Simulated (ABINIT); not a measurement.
Runs of ABINIT 10.8.3 (patched build) on SrTiO3. It takes space group Pm-3m (No. 221, cubic). Conventional cell: a = 3.900 Å, b = 3.900 Å, c = 3.900 Å, α = 90.00°, β = 90.00°, γ = 90.00°. O (site symmetry 4/mmm) has 2 Ti at 1.95 Å as nearest neighbours. Sr (site symmetry m-3m) is surrounded by 12 O at 2.76 Å. Around Ti (site symmetry m-3m) lie 6 O at 1.95 Å. The cell was built by a generator and needn't be a form met in nature.

```csv
task,level,potentials or basis,cell,k mesh,cell freedom (optcell),cutoff smearing ecutsm (Ha),optimiser (ionmov),force stop (Ha/bohr),gap on the mesh (eV),pressure (GPa),relaxed volume (Å³/atom)
single point,PBEsol,PseudoDojo NC SR PBEsol v0.4.1 standard,cell relaxed,6 × 6 × 6,-,-,-,-,1.88,0.0,-
single point,LDA,PseudoDojo NC SR LDA v0.4.1 standard,cell relaxed,6 × 6 × 6,-,-,-,-,1.88,0.0,-
single point,PBE,PseudoDojo NC SR PBE v0.4.1 standard,cell relaxed,6 × 6 × 6,-,-,-,-,1.87,0.0,-
relaxation of cell and atoms,LDA,PseudoDojo NC SR LDA v0.4.1 standard,relaxed,7 × 7 × 7,2,0.5,2,5e-05,1.95,0.0,11.43
relaxation of cell and atoms,PBEsol,PseudoDojo NC SR PBEsol v0.4.1 standard,relaxed,7 × 7 × 7,2,0.5,2,0.0002,1.94,0.0,(b)
relaxation of cell and atoms,PBE,PseudoDojo NC SR PBE v0.4.1 standard,relaxed,7 × 7 × 7,2,0.5,22,0.0001,(a),0.0,12.17
```

Alike in all rows: no spin polarisation; cutoff (eV) 1143; smearing fermi-dirac 0.05 eV.

Q: Estimate the missing entries.

A: (a) 1.93; (b) 11.76.

Caveats: an odd mesh through Γ misses points on the zone boundary, where band edges often lie (some runs).

A k mesh can miss the band edges, and the runs leave out spin-orbit coupling on Sr.
